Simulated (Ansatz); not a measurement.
# ClFH₂NNbO: small, medium and large basis sets

One table from this session's results is given with a row withheld; the runs are named, their logs left out.

Program: Ansatz 0.2.0, Gaussian basis. Level of theory: one geometry, several basis sets. These are calculated values, not measurements.

The runs, in order: PBE0-D4/def2-SVP; ωB97M-V/def2-SVP; PBE0-D4/def2-QZVPP; ωB97M-V/def2-QZVPP; the functionals' def2-TZVPP values are taken from earlier runs.

## Structure used throughout

All runs share one geometry, relaxed beforehand with PBE0-D4 in a triple-zeta def2 set. Nb takes the def2 core potential; no spin-orbit term is included.

7 atoms, charge 0, spin multiplicity 1.

Atoms are counted from 1 here; the program's logs count them from 0.

Bond lengths: N1–Nb2 1.944 Å, N1–H6 1.012 Å, N1–H7 1.010 Å, Nb2–O3 1.684 Å, Nb2–F4 1.872 Å, Nb2–Cl5 2.306 Å. Angles: Nb2–N1–H6 124.2°, Nb2–N1–H7 124.9°, H6–N1–H7 110.9°, N1–Nb2–O3 103.9°, N1–Nb2–F4 110.5°, N1–Nb2–Cl5 109.9°, O3–Nb2–F4 110.7°, O3–Nb2–Cl5 110.6°, F4–Nb2–Cl5 110.9°.

The first run:

in.yaml

```yaml
crystal:
  periodic: [false, false, false]
  atoms:
    - {symbol: N, position_ang: [-0.681023, 0.812169, 0.558829]}
    - {symbol: Nb, position_ang: [0.437210, -0.553847, -0.256047]}
    - {symbol: O, position_ang: [1.870057, -0.483130, 0.625675]}
    - {symbol: F, position_ang: [-0.359882, -2.239676, -0.089657]}
    - {symbol: Cl, position_ang: [0.819967, -0.038138, -2.470647]}
    - {symbol: H, position_ang: [-1.626155, 1.022693, 0.265771]}
    - {symbol: H, position_ang: [-0.398875, 1.411928, 1.320474]}
basis:
  gaussian: {orbitals: def2-SVP}
hamiltonian: {xc: pbe0, dispersion: d4}
output: {orbitals: {seedname: orbitals}}
```

Run with:

```
> ansatz run in.yaml --threads 4 --pin off --events-out ev --progress --plain --max-ram 10444MiB
```

Steps of the session up to this table: PBE0-D4 in def2-SVP; ωB97M-V in def2-SVP; PBE0-D4 in def2-QZVPP; ωB97M-V in def2-QZVPP.

One table of the session follows, with a row left open; its other results are not shown here.

It belongs to the step «Functionals by basis». 

```
functional       basis  HOMO (eV)  LUMO (eV)
   PBE0-D4    def2-SVP          ?          ?
   PBE0-D4  def2-TZVPP      -8.84      -2.07
   PBE0-D4  def2-QZVPP      -8.86      -2.09
   ωB97M-V    def2-SVP     -11.03       0.18
   ωB97M-V  def2-TZVPP     -11.13       0.08
   ωB97M-V  def2-QZVPP     -11.16       0.04
```

**Question.** Estimate the row for PBE0-D4, def2-SVP.

**Answer.** HOMO (eV): -8.77; LUMO (eV): -2.00. In the column «HOMO (eV)» it is the highest.
